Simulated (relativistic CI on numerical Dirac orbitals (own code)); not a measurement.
# Pt³⁺: one ion under different settings

How much do the settings matter for Pt³⁺? One ion, several inputs.

The numbers are computed with relativistic CI on numerical Dirac orbitals (own code) version 3 (Dirac-Coulomb-Breit CI, KLI orbitals optimised for each configuration, model QED (radiative potential, 1s self-energy scaled to tabulated hydrogen-like ionisation energies), numerical settings as typed), except any that are marked as measured or tabulated.

## 1. The system

```
ion            : Pt³⁺ (Pt IV)
nuclear charge : 78
electrons      : 75
isotope        : A = 195
```

## 2. The usual input

Settings of the run:

```ini
atom Pt  Z=78  charge=3  electrons=75
nucleus A=195  rms_radius_fm=5.4270
hamiltonian dirac-coulomb  breit=on  qed=on  c_scale=1
orbitals kli  potential=per-configuration
slater_scale 1
correlation none
mixing on
grid step=0.0125 r_max=64.9
scf mixing=0.4 start=green max_iterations=150 tolerance=2e-08 node_fill=0.05
configurations
  [Xe] 4f14 5d7
  [Xe] 4f14 5d6 6s
  [Xe] 4f14 5d6 6p
end
```

Run with:

```console
python run_levels.py task.json out
```

task.json lists these runs, among others, and the program works through them in turn.

## 3. Start potential bare, QED terms off, nuclear radius 5.9697

Settings of the run:

```ini
atom Pt  Z=78  charge=3  electrons=75
nucleus A=195  rms_radius_fm=5.9697
hamiltonian dirac-coulomb  breit=on  qed=off  c_scale=1
orbitals kli  potential=per-configuration
slater_scale 1
correlation none
mixing on
grid step=0.0125 r_max=64.9
scf mixing=0.4 start=bare max_iterations=150 tolerance=2e-08 node_fill=0.05
configurations
  [Xe] 4f14 5d7
  [Xe] 4f14 5d6 6s
  [Xe] 4f14 5d6 6p
end
```

## 4. Node fill 0.01

Settings of the run:

```ini
atom Pt  Z=78  charge=3  electrons=75
nucleus A=195  rms_radius_fm=5.4270
hamiltonian dirac-coulomb  breit=on  qed=on  c_scale=1
orbitals kli  potential=per-configuration
slater_scale 1
correlation none
mixing on
grid step=0.0125 r_max=64.9
scf mixing=0.4 start=green max_iterations=150 tolerance=2e-08 node_fill=0.01
configurations
  [Xe] 4f14 5d7
  [Xe] 4f14 5d6 6s
  [Xe] 4f14 5d6 6p
end
```

## 5. Tolerance 1e-10, grid step 0.02

The settings differ from step 4 so:

```diff
@@ -7,4 +7,4 @@
 mixing on
-grid step=0.0125 r_max=64.9
-scf mixing=0.4 start=green max_iterations=150 tolerance=2e-08 node_fill=0.01
+grid step=0.02 r_max=64.9
+scf mixing=0.4 start=green max_iterations=150 tolerance=1e-10 node_fill=0.05
 configurations
```

## 6. Slater scale 0.5, speed-of-light factor 2, iteration limit 20

Settings of the run:

```ini
atom Pt  Z=78  charge=3  electrons=75
nucleus A=195  rms_radius_fm=5.4270
hamiltonian dirac-coulomb  breit=on  qed=on  c_scale=2
orbitals kli  potential=per-configuration
slater_scale 0.5
correlation none
mixing on
grid step=0.0125 r_max=64.9
scf mixing=0.4 start=green max_iterations=20 tolerance=2e-08 node_fill=0.05
configurations
  [Xe] 4f14 5d7
  [Xe] 4f14 5d6 6s
  [Xe] 4f14 5d6 6p
end
```

## 7. End of the grid 16.23

Settings of the run:

```ini
atom Pt  Z=78  charge=3  electrons=75
nucleus A=195  rms_radius_fm=5.4270
hamiltonian dirac-coulomb  breit=on  qed=on  c_scale=1
orbitals kli  potential=per-configuration
slater_scale 1
correlation none
mixing on
grid step=0.0125 r_max=16.23
scf mixing=0.4 start=green max_iterations=99 tolerance=2e-08 node_fill=0.05
configurations
  [Xe] 4f14 5d7
  [Xe] 4f14 5d6 6s
  [Xe] 4f14 5d6 6p
end
```

## 8. Tolerance 0.3

The settings differ from step 7 so:

```diff
@@ -7,4 +7,4 @@
 mixing on
-grid step=0.0125 r_max=16.23
-scf mixing=0.4 start=green max_iterations=99 tolerance=2e-08 node_fill=0.05
+grid step=0.0125 r_max=64.9
+scf mixing=0.4 start=green max_iterations=59 tolerance=0.3 node_fill=0.05
 configurations
```

(Steps that only read results are left out.)

**Question.** What will these runs give? Wanted: lowest level, usual settings; total energy; first excitation.

**Answer**, as computed:

| setting | total energy less usual (Ha) | largest shift of a level among the lowest eight of both runs, same label and place (cm⁻¹) | SCF iterations | time | lowest level | kind of change |
| --- | --- | --- | --- | --- | --- | --- |
| usual | 0 | 0 | 38 | 0.34 s | 5d7 4F9/2 | - |
| start potential bare, QED terms off, nuclear radius 5.9697 | -13.5 | 34.9 | 61 | 0.46 s | 5d7 4F9/2 | unphysical constant |
| node fill 0.01 | 0.00737 | 91.4 | 38 | 0.34 s | 5d7 4F9/2 | numerical |
| tolerance 1e-10, grid step 0.02 | 0.000227 | 0 | 47 | 0.24 s | 5d7 4F9/2 | numerical |
| Slater scale 0.5, speed-of-light factor 2, iteration limit 20 | 841 | 12400 | 37 | 0.33 s | 5d7 4F9/2 | unphysical constant |
| end of the grid 16.23 | 0 | 0 | 38 | 0.33 s | 5d7 4F9/2 | extreme, harmless here |
| tolerance 0.3 | 0.616 | 647 | 9 | 0.22 s | 5d7 4F9/2 | unsound |

| quantity | value |
| --- | --- |
| lowest level, usual settings | 5d7 4F9/2 |
| total energy | -18398.0642 Ha |
| first excitation | 8680.3 cm⁻¹ |

What this shows: Among the runs whose levels can be followed, they move most under «Slater scale 0.5, speed-of-light factor 2, iteration limit 20» (unphysical constant), by up to 12400 cm⁻¹. No visible change in the result comes from «end of the grid 16.23». «Start potential bare, QED terms off, nuclear radius 5.9697» costs 61 SCF iterations against 38. Only the listed configurations are in the model. Near neutrality, missing correlation can shift configurations against each other by thousands of cm⁻¹.
